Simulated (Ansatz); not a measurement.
# CH6MgO2Si: up Jacob's ladder to CCSD(T)

How much do the methods differ for CH6MgO2Si? The plan is to run it at one geometry with functionals of several rungs and with coupled cluster. The yardstick is the atomisation energy at the CCSD(T) limit.

Computed with Ansatz 0.2.0, Gaussian basis. Level: functionals in def2-TZVPP, the program's frozen cores in correlated methods.

Plan: LDA (SPW92), PBE-D4, revPBE-D4, BLYP-D4, r2SCAN-D4, B97M-V, PBE0-D4, B3LYP-D4, r2SCANh-D4, r2SCAN0-D4, HSE06-D4, BHLYP-D4, CAM-B3LYP-D4, LC-ωPBE, ωB97X-V, ωB97M-V, B2PLYP, PBE-QIDH; CCSD(T)/def2-SVP; CCSD(T)/def2-TZVPP; MP2/def2-QZVPP; extrapolation to the limit; RPA on PBE.

## 1. The relaxed structure

All runs share one geometry, relaxed beforehand with PBE0-D4 in a triple-zeta def2 set.

SMILES `C[O][Mg][O][SiH3]`, 11 atoms, charge 0, spin multiplicity 1.

Atoms are counted from 1 here; the program's logs count them from 0.

Bond lengths: C1–O2 1.377 Å, C1–H6 1.099 Å, C1–H7 1.099 Å, C1–H8 1.099 Å, O2–Mg3 1.752 Å, Mg3–O4 1.789 Å, O4–Si5 1.611 Å, Si5–H9 1.493 Å, Si5–H10 1.493 Å, Si5–H11 1.493 Å. Angles: O2–C1–H6 111.7°, O2–C1–H7 111.7°, O2–C1–H8 111.7°, H6–C1–H7 107.2°, H6–C1–H8 107.2°, H7–C1–H8 107.2°, C1–O2–Mg3 179.8°, O2–Mg3–O4 179.9°, Mg3–O4–Si5 179.7°, O4–Si5–H9 111.4°, O4–Si5–H10 111.4°, O4–Si5–H11 111.4°, H9–Si5–H10 107.5°, H9–Si5–H11 107.5°, H10–Si5–H11 107.5°.

## 2. LDA

This LDA is Slater exchange with PW92 correlation.

Contents of in.yaml:

```yaml
crystal:
  periodic: [false, false, false]
  atoms:
    - {symbol: C, position_ang: [-3.099434, 0.999147, -0.173269]}
    - {symbol: O, position_ang: [-1.790986, 0.575460, -0.101370]}
    - {symbol: Mg, position_ang: [-0.126627, 0.037712, -0.002872]}
    - {symbol: O, position_ang: [1.572643, -0.511538, 0.095754]}
    - {symbol: Si, position_ang: [3.103617, -1.006975, 0.176175]}
    - {symbol: H, position_ang: [-3.750512, 0.232755, -0.617082]}
    - {symbol: H, position_ang: [-3.505808, 1.234249, 0.820648]}
    - {symbol: H, position_ang: [-3.199595, 1.905240, -0.787433]}
    - {symbol: H, position_ang: [4.015951, -0.075816, -0.551395]}
    - {symbol: H, position_ang: [3.576512, -1.085555, 1.589983]}
    - {symbol: H, position_ang: [3.269739, -2.361780, -0.428538]}
basis:
  gaussian: {orbitals: def2-TZVPP}
hamiltonian: {xc: lda}
output: {orbitals: {seedname: orbitals}}
```

Run with:

```console
ansatz run in.yaml --threads 4 --pin off --events-out ev --progress --plain --max-ram 10444MiB
```

Further steps of the session: PBE-D4 (GGA); revPBE-D4 (GGA); BLYP-D4 (GGA); r2SCAN-D4 (meta-GGA); B97M-V (meta-GGA); PBE0-D4 (hybrid); B3LYP-D4 (hybrid); r2SCANh-D4 (hybrid); r2SCAN0-D4 (hybrid); HSE06-D4 (hybrid); BHLYP-D4 (hybrid); CAM-B3LYP-D4 (range-separated); LC-ωPBE (range-separated); ωB97X-V (range-separated); ωB97M-V (range-separated); B2PLYP (double hybrid); PBE-QIDH (double hybrid); CCSD(T) in def2-SVP; CCSD(T) in def2-TZVPP; MP2 in def2-QZVPP; RPA on PBE orbitals.

**Question.** What will the summary of the whole plan be? Wanted: atomisation energy, CCSD(T)/CBS; farthest beyond LDA; mean size of error, GGA; mean size of error, meta-GGA; mean size of error, hybrid; mean size of error, range-separated; mean size of error, double hybrid; gap, smallest and largest; T1 diagnostic.

As calculated:

| quantity | value |
| --- | --- |
| atomisation energy, CCSD(T)/CBS | 3870.9 kJ/mol |
| functionals within 19.4 kJ/mol (0.5 %) | CAM-B3LYP-D4 |
| farthest beyond LDA | BHLYP-D4 (-153.5 kJ/mol) |
| mean size of error, GGA | 64.0 kJ/mol |
| mean size of error, meta-GGA | 31.3 kJ/mol |
| mean size of error, hybrid | 85.0 kJ/mol |
| mean size of error, range-separated | 31.3 kJ/mol |
| mean size of error, double hybrid | 79.1 kJ/mol |
| gap, smallest and largest | 3.69 eV (BLYP-D4), 10.72 eV (LC-ωPBE) |
| T1 diagnostic | 0.0112 |
| triples share of the correlation energy | 2.9 % |

**Reading.** LDA overbinds by 453.1 kJ/mol (12 %). PBE-D4 misses by -22.7 kJ/mol. Double hybrids carry the basis error of their MP2 part in triple zeta, and no dispersion term here, so their miss is partly the set-up's. Taken by rung, meta-GGA functionals do best (31.3 kJ/mol on average) and hybrid ones worst beyond LDA (85.0 kJ/mol). The gap between the best rungs is small, so their order is not settled. The mean of the hybrids holds BHLYP, with half exact exchange. Misses under about 19.4 kJ/mol are within the doubt on the reference itself, which lacks core-valence correlation, relativity and higher excitations. Hartree-Fock recovers 73 % of the binding; the rest is correlation. CCSD(T) in def2-SVP is off by -257.7 kJ/mol, so the small basis spoils what the method gains. Orbital gaps span 3.7 to 10.7 eV; exact exchange widens them. Correlated methods include outer-core shells of Mg, which these sets cover unevenly.
